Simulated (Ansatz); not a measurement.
Write a Python script for Ansatz's Python interface that makes a single point from an input typed as a dict of Sr₂FeH₆, space group Fm-3m. Level of theory: LDA, PAW, cutoff 422 eV, 6×6×6 k-points, Gaussian smearing of 0.05 eV, collinear spin.

```yaml
crystal:
  lattice:
    - [0.00000, 3.70765, 3.70765]
    - [3.70765, 0.00000, 3.70765]
    - [3.70765, 3.70765, 0.00000]
  atoms:
    - { symbol: Sr, position: [0.75000, 0.75000, 0.75000] }
    - { symbol: Sr, position: [0.25000, 0.25000, 0.25000] }
    - { symbol: Fe, position: [0.00000, 0.00000, 0.00000] }
    - { symbol: H, position: [0.78246, 0.78246, 0.21754] }
    - { symbol: H, position: [0.21754, 0.78246, 0.21754] }
    - { symbol: H, position: [0.78246, 0.21754, 0.21754] }
    - { symbol: H, position: [0.21754, 0.21754, 0.78246] }
    - { symbol: H, position: [0.78246, 0.21754, 0.78246] }
    - { symbol: H, position: [0.21754, 0.78246, 0.78246] }
```

`sr2feh6_deck.py`
```python
"""Single point of Sr2FeH6 through the engine session."""

import json

import ansatz as az
import numpy as np
import pandas as pd


def main() -> None:
    settings = {
        "crystal": {
            "lattice": [
                [0.0, 3.707652, 3.707652],
                [3.707652, 0.0, 3.707652],
                [3.707652, 3.707652, 0.0],
            ],
            "atoms": [
                {"symbol": "Sr", "position": [0.75, 0.75, 0.75]},
                {"symbol": "Sr", "position": [0.25, 0.25, 0.25]},
                {"symbol": "Fe", "position": [0.0, 0.0, 0.0], "spin": 2.4},
                {"symbol": "H", "position": [0.782458, 0.782458, 0.217542]},
                {"symbol": "H", "position": [0.217542, 0.782458, 0.217542]},
                {"symbol": "H", "position": [0.782458, 0.217542, 0.217542]},
                {"symbol": "H", "position": [0.217542, 0.217542, 0.782458]},
                {"symbol": "H", "position": [0.782458, 0.217542, 0.782458]},
                {"symbol": "H", "position": [0.217542, 0.782458, 0.782458]},
            ],
        },
        "magnetization": {"spin_polarized": True},
        "kpoints": {"mp_grid": {"grid": [6, 6, 6]}},
        "hamiltonian": {"xc": "lda"},
        "scf": {"occupations": {"method": "gaussian", "width": 0.05}},
        "basis": {"ecutwfc": "31 Ry", "xc_grid": 2},
        "output": {"forces": True, "stress": True},
    }

    planned = az.Session.from_dict(settings).plan(threads=1, pin="off")
    res = planned.execute()
    r = res.report

    print(f"free energy      {r['free_energy_ev']:.5f} eV")
    print(f"per atom         {r['free_energy_ev'] / len(res.lattice.sites):.5f} eV")
    print(f"SCF iterations   {r['n_iterations']}  (converged: {r['converged']})")

    # the stress is positive in compression
    sigma = r["stress_gpa"]
    voigt = [sigma[0][0], sigma[1][1], sigma[2][2], sigma[1][2], sigma[0][2], sigma[0][1]]
    print("stress xx yy zz yz xz xy (GPa, compression positive):", " ".join(f"{s:.3f}" for s in voigt))
    print("P =", round(10 * float(np.mean(voigt[:3])), 2), "kbar")

    # forces, one row an atom
    table = pd.DataFrame(r["forces_ev_ang"], columns=["fx", "fy", "fz"])
    table.insert(0, "atom", [site["symbol"] for site in r["lattice"]["sites"]])
    print(table.round(4).to_string())

    print(f"net moment {r['magnetization_mub']:.3f} muB, absolute {r['absolute_magnetization_mub']:.3f} muB")
    for index, (site, m) in enumerate(zip(res.lattice.sites, r["site_moments_mub"])):
        print(f"  {index:2d} {site.symbol:2s} {m:7.3f}")

    keep = ["free_energy_ev", "energy_sigma0_ev", "fermi_energy_ev", "n_iterations", "converged", "magnetization_mub", "n_kpoints"]
    with open("sr2feh6.json", "w") as handle:
        json.dump({key: r[key] for key in keep}, handle, indent=1)

    terms = r["components"]
    print({name: round(terms[name], 3) for name in ("e_kinetic", "e_hartree", "e_xc", "e_local", "e_nonlocal", "e_ewald", "e_paw") if name in terms})


if __name__ == "__main__":
    main()
```

```console
$ python sr2feh6_deck.py
RunWarning: the starting moments were not kept: the SCF closed with an absolute magnetisation of 6.2e-6 μB, where they sum to 2.4 μB in size (1 site). That is at most 0.1 of that sum. Measured as [...]
free energy      -11407.71432 eV
per atom         -1267.52381 eV
SCF iterations   11  (converged: True)
stress xx yy zz yz xz xy (GPa, compression positive): -4.033 -4.033 -4.033 -0.000 0.000 -0.000
P = -40.33 kbar
  atom      fx      fy      fz
0   Sr -0.0000 -0.0000 -0.0000
1   Sr -0.0000 -0.0000  0.0000
2   Fe -0.0000  0.0000 -0.0000
3    H  0.0000 -0.0000  0.1778
4    H -0.0000 -0.1778 -0.0000
5    H -0.1778  0.0000  0.0000
6    H  0.0000  0.0000 -0.1778
7    H  0.0000  0.1778  0.0000
8    H  0.1778 -0.0000 -0.0000
net moment 0.000 muB, absolute 0.000 muB
   0 Sr   0.000
   1 Sr   0.000
   2 Fe  -0.000
   3 H   -0.000
   4 H   -0.000
   5 H   -0.000
   6 H   -0.000
   7 H   -0.000
   8 H   -0.000
{'e_kinetic': 929.982, 'e_hartree': 1908.068, 'e_xc': -517.098, 'e_local': -5016.295, 'e_nonlocal': 634.965, 'e_ewald': -2849.365, 'e_paw': -6498.957}
```
(Warnings from the package without file and line, shortened.)

File `sr2feh6.json` afterwards:
```json
{
 "free_energy_ev": -11407.714322877207,
 "energy_sigma0_ev": -11407.714322877207,
 "fermi_energy_ev": 7.418107659656428,
 "n_iterations": 11,
 "converged": true,
 "magnetization_mub": 0.0,
 "n_kpoints": 16
}
```

Reading the output:
- These settings explore the input space; cutoff and mesh may be short of convergence.
- The SCF didn't keep the moments it started from (some shrank, vanished or turned); what is printed is the state reached.
- The energy terms are those on the plane-wave grid, with the one-centre PAW part apart; the terms shown are only some of the summands, so they needn't add up to F.
- The structure comes from a database of computed cells and needn't be a stable or known phase.
- It ran for 14 s on 1 thread of Intel(R) Xeon(R) Platinum 8259CL CPU @ 2.50GHz (Skylake/Cascade Lake), with other jobs on the host, peak memory 0.54 GiB.
